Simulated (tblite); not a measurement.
# C6H5ClFO: the cost of one run

Programs: tblite 0.8.0 and PySCF 2.14.0, with density-fitted response routines of our own. Each step states its level of theory. These are calculated values for one molecule in the gas phase, unless marked as measured. Atoms count from 0, in the outputs and in this text.

## Step 1: Starting geometry

14 atoms, charge 0, multiplicity 2; geometry from: force field or distance geometry start.

Bonds of the start (Å): C0–C1 1.34, C1–C2 1.41, C2–C3 1.31, C3–Cl4 1.69, C1–O5 1.39, O5–C6 1.38, C6–C7 1.34, C7–F8 1.35, C0–H9 1.09, C0–H10 1.07, C3–H11 1.09, C6–H12 1.08, C7–H13 1.07.

## Step 2: Relaxing the molecule with GFN2-xTB

What the job is given:

```
{"job": {"kind": "relax", "xc": "GFN2-xTB", "basis": "xTB"}, "charge": 0, "multiplicity": 2}
C     -0.143300    -2.293200    -0.541600
C     -0.165800    -0.993400    -0.205600
C     -1.376700    -0.273400    -0.232100
C     -2.505500     0.387100    -0.271100
Cl    -2.644300     1.724200    -1.290100
O      1.015500    -0.419100     0.250300
C      1.194100     0.945300     0.258600
C      2.233300     1.526700     0.872000
F      3.166200     0.809800     1.528600
H     -1.050600    -2.803900    -0.873000
H      0.764700    -2.866100    -0.494300
H     -3.379700     0.159800     0.341100
H      0.450100     1.516300    -0.267400
H      2.441100     2.579400     0.902400
```

The run is started by

```
$ OMP_NUM_THREADS=1 python probes_run.py task.json out
```

The driver reads the jobs from task.json and runs them one after another.

**Question.** How long does this first job take on 1 thread of Intel Xeon at 2.50GHz, shared host?

About 2.1 s.
